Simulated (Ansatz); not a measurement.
**quartet SiCl3 at 6 levels**

We compute a comparison of 6 runs (UHF/STO-3G, UB3LYP/6-31G*, UBHLYP/aug-cc-pVDZ, UPBE0/aug-cc-pVDZ, USVWN5/aug-cc-pVDZ, RPA@PBE/aug-cc-pVDZ) of quartet SiCl3. 

The results are computed with Ansatz 0.2.0.

25 further runs of the same task are left out: 2 that didn't finish, 23 set aside as unsound or not needed.

## (1) The system as given

SiCl3: 4 atoms, total charge 0, spin state quartet. As SMILES of the parent species, `Cl[Si](Cl)Cl`. The coordinates come from a PBE0-D4/def2-TZVP relaxation. That shape belongs to the parent species and isn't relaxed for this state.

Bond lengths: Cl1–Si2 2.043 Å, Si2–Cl3 2.043 Å, Si2–Cl4 2.043 Å. Angles: Cl1–Si2–Cl3 109.4°, Cl1–Si2–Cl4 109.4°, Cl3–Si2–Cl4 109.5°.

## (2) The energy at UHF/STO-3G (run 1)

molecule.yaml reads:

```yaml
crystal:
  periodic: [false, false, false]
  atoms:
    - {symbol: Cl, position_ang: [-1.524800, -0.591600, 1.030100]}
    - {symbol: Si, position_ang: [0.116100, 0.389400, 0.310600]}
    - {symbol: Cl, position_ang: [1.694700, -0.903800, 0.219000]}
    - {symbol: Cl, position_ang: [-0.286000, 1.105900, -1.559700]}
basis:
  gaussian:
    orbitals: STO-3G
total_charge: 0
magnetization:
  spin_polarized: true
  initial_magnetization: 3
hamiltonian:
  xc: hf
accuracy: high
output: {orbitals: {seedname: orbitals}}
```

Run with:

```console
ansatz run molecule.yaml --threads 1 --pin off --max-ram 3480MiB --events-out events.jsonl --progress --plain --runs-dir runs
```

Log:

```text
Warning: RAYON_NUM_THREADS=1 ignored (pool sized by the plan → 1); use --threads N
Functional definition: HF
  name "HF"
  exchange = exact_x
  correlation = 0
683 factors; integrals over basis functions are off by at most 1.5e-8 eV
mean field evaluation 1: about -44873.1286 eV, gradient 7.0e0 eV
mean field evaluation 2: about -44873.2607 eV, gradient 7.0e0 eV
mean field evaluation 4: about -44873.7617 eV, gradient 2.5e-1 eV
mean field evaluation 8: about -44873.7625 eV, gradient 9.8e-3 eV
mean field evaluation 16: about -44875.0465 eV, gradient 4.7e-2 eV
mean field evaluation 32: about -44875.0215 eV, gradient 6.1e-2 eV
mean field evaluation 64: about -44874.4895 eV, gradient 1.5e0 eV
mean field evaluation 96: about -44873.9074 eV, gradient 7.5e-1 eV
mean field evaluation 128: about -44873.6729 eV, gradient 3.0e-1 eV
mean field evaluation 160: about -44873.7623 eV, gradient 1.4e-6 eV
mean field evaluation 192: about -44873.5472 eV, gradient 7.5e0 eV
mean field evaluation 224: about -44874.9342 eV, gradient 1.5e0 eV
mean field evaluation 256: about -44873.6543 eV, gradient 1.4e0 eV
mean field -44875.04767233 eV, -1649.1275845585 hartree, gradient 5.6e-8 eV, S^2 3.751373; 7 other end points of the search recorded, 0 dependent functions left out
reference -44875.04767233 eV, -1649.1275845585 hartree; 34, 31 occupied and 2, 5 virtual orbitals, 683 factors
Total energy: -44875.04767233 eV, -1649.1275845585 hartree
```

Run time: 2.8 s. Hardware: 1 thread of Arm Neoverse V2, shared host; peak memory 0.12 GiB.

## (3) A single-point energy at UB3LYP/6-31G(d) (Cartesian functions) (run 2)

job.yaml reads:

```yaml
crystal:
  periodic: [false, false, false]
  atoms:
    - {symbol: Cl, position_ang: [-1.524800, -0.591600, 1.030100]}
    - {symbol: Si, position_ang: [0.116100, 0.389400, 0.310600]}
    - {symbol: Cl, position_ang: [1.694700, -0.903800, 0.219000]}
    - {symbol: Cl, position_ang: [-0.286000, 1.105900, -1.559700]}
basis:
  gaussian:
    orbitals: "6-31G*"
magnetization:
  spin_polarized: true
  initial_magnetization: 3
hamiltonian:
  xc: {name: B3LYP}
accuracy: high
output: {orbitals: {seedname: orbitals}}
```

Run with:

```console
ansatz run job.yaml --threads 1 --pin off --max-ram 3480MiB --events-out events.jsonl --progress --plain --runs-dir runs
```

Log, cut to the lines that bear on the results:

```text
Warning: RAYON_NUM_THREADS=1 ignored (pool sized by the plan → 1); use --threads N
Functional definition: B3LYP
  name "B3LYP"
[...]
1476 factors; integrals over basis functions are off by at most 5.3e-9 eV
[...]
mean field -45440.32753771 eV, -1669.9012364505 hartree, gradient 2.0e-8 eV, S^2 3.755224; 10 other end points of the search recorded, 0 dependent functions left out
reference -45440.32757349 eV, -1669.9012377654 hartree; 34, 31 occupied and 42, 45 virtual orbitals, 1476 factors
Total energy: -45440.32757349 eV, -1669.9012377654 hartree
```

Wall time 1.9 min (1 thread of Arm Neoverse V2, shared host); peak memory 0.49 GiB.

Runs 3 to 5 aren't shown in full; the table further down has their settings and results.

## (4) The energy at RPA@PBE/aug-cc-pVDZ (run 6)

in.yaml reads:

```yaml
crystal:
  periodic: [false, false, false]
  atoms:
    - {symbol: Cl, position_ang: [-1.524800, -0.591600, 1.030100]}
    - {symbol: Si, position_ang: [0.116100, 0.389400, 0.310600]}
    - {symbol: Cl, position_ang: [1.694700, -0.903800, 0.219000]}
    - {symbol: Cl, position_ang: [-0.286000, 1.105900, -1.559700]}
basis:
  gaussian:
    orbitals: aug-cc-pVDZ
correlation:
  method: rpa
  frozen_orbitals: {Cl: 5, Si: 5}
accuracy: high
magnetization:
  spin_polarized: true
  initial_magnetization: 3
hamiltonian:
  xc: {name: PBE}
```

Run with:

```console
ansatz run in.yaml --threads 1 --pin off --max-ram 3480MiB --events-out events.jsonl --progress --plain --runs-dir runs
```

Log, cut to the lines that bear on the results:

```text
Warning: RAYON_NUM_THREADS=1 ignored (pool sized by the plan → 1); use --threads N
Functional definition: PBE
  name "PBE"
[...]
2178 factors; integrals over basis functions are off by at most 3.2e-9 eV
[...]
mean field -45422.64600491 eV, -1669.2514521052 hartree, gradient 2.2e-8 eV, S^2 3.752992; 10 other end points of the search recorded, 0 dependent functions left out
20 core orbitals not correlated: weight in the atoms' cores, before any rotation towards them, 1.000 or more for the frozen orbitals, at most 0.000 for the correlated occupied ones
reference -45366.77385972 eV, -1667.1981886411 hartree; 14, 11 occupied and 74, 77 virtual orbitals, 2178 factors
Total energy: -45390.91981993 eV, -1668.0855363119 hartree
```

It took 95 s on 1 thread of Arm Neoverse V2, shared host; peak memory 0.52 GiB.

## (5) The series

| run | level | Cartesian functions | frozen core orbitals | energy (Eh) | HOMO energy (eV) | ⟨S²⟩ | wall time |
| --- | --- | --- | --- | --- | --- | --- | --- |
| 1 | UHF/STO-3G | no | – | -1649.127585 | -1.94 | 3.751 | 2.8 s |
| 2 | UB3LYP/6-31G* (Cartesian functions) | yes | – | -1669.901238 | -1.59 | 3.755 | 1.9 min |
| 3 | UBHLYP/aug-cc-pVDZ | no | – | -1669.924826 | -2.95 | 3.763 | 1.9 min |
| 4 | UPBE0/aug-cc-pVDZ | no | – | -1669.370217 | -2.19 | 3.758 | 3.7 min |
| 5 | USVWN5/aug-cc-pVDZ | no | – | -1664.364960 | -1.51 | 3.752 | 26 s |
| 6 | RPA@PBE/aug-cc-pVDZ | no | 20 | -1668.085536 | – | 3.753 | 95 s |

## (6) Summary of results

| quantity | value |
| --- | --- |
| run 6: total energy | -1668.08554 Eh |
| run 6: RPA correlation energy (valence) | -887.3 mEh |
| run 6: ⟨S²⟩ of the reference determinant | 3.753 |

**Reading.** Totals of different functionals can't be ranked against each other. In run 1 the basis is minimal, so the values are rough. All runs together took 9.5 min, the longest 3.7 min.
